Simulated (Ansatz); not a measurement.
# Si2As2O: the cost of one run

Computed with Ansatz 0.2.0 (DFT PBE, scalar-relativistic, plane waves, PAW, unless a step's input says otherwise).

### Step 1. The system as given

The structure is hexagonal, space group P6/mmm (No. 191). The conventional cell has a = 3.558 Å, b = 3.558 Å, c = 7.867 Å, α = 90.00°, β = 90.00°, γ = 120.00°. Around Si (site symmetry 6mm) lie 1 O at 1.09 Å and 1 As at 1.58 Å. As (site symmetry 6mm) is surrounded by 1 Si at 1.58 Å. O (site symmetry 6/mmm) is surrounded by 2 Si at 1.09 Å.

Coordinates:

```
CELL_PARAMETERS angstrom
3.55819 0.00000 0.00000
-1.77910 3.08149 0.00000
0.00000 0.00000 7.86676
ATOMIC_POSITIONS crystal
Si 0.00000 0.00000 0.63831
Si 0.00000 0.00000 0.36169
As 0.00000 0.00000 0.83855
As 0.00000 0.00000 0.16145
O 0.00000 0.00000 0.50000
```

Recipe of the guess: random cell by space group and Wyckoff sites (P6/mmm, No. 191). Lengths come from tabulated atomic sizes and are only a guess.

### Step 2. Probe: one point on a coarse mesh

File input.yaml:

```yaml
crystal:
  lattice:
    - [3.55819273, 0.0, 0.0]
    - [-1.77909636, 3.08148529, 0.0]
    - [0.0, 0.0, 7.86675855]
  atoms:
    - { symbol: Si, position: [0.0, 0.0, 0.6383148] }
    - { symbol: Si, position: [0.0, 0.0, 0.3616852] }
    - { symbol: As, position: [0.0, 0.0, 0.83855202] }
    - { symbol: As, position: [0.0, 0.0, 0.16144798] }
    - { symbol: O, position: [0.0, 0.0, 0.5] }
basis:
  ecutwfc: 420
kpoints:
  mp_grid: { grid: [6, 6, 2] }
hamiltonian:
  xc: pbe
scf:
  occupations: { method: gaussian, width: 0.1 }
  lower_state_search: "off"
output:
  forces: true
  stress: true
  eigenvalues: true
```

Started as:

```sh
$ ansatz run input.yaml --threads 1 --pin off --max-ram 2560MiB --backend cpu --events-out ev --progress --plain --runs-dir out
```

Q: Estimate wall time and peak memory on 1 thread of Intel Xeon at 2.50GHz (Skylake/Cascade Lake), shared host.

About 4.7 s, with a peak of 0.37 GiB.
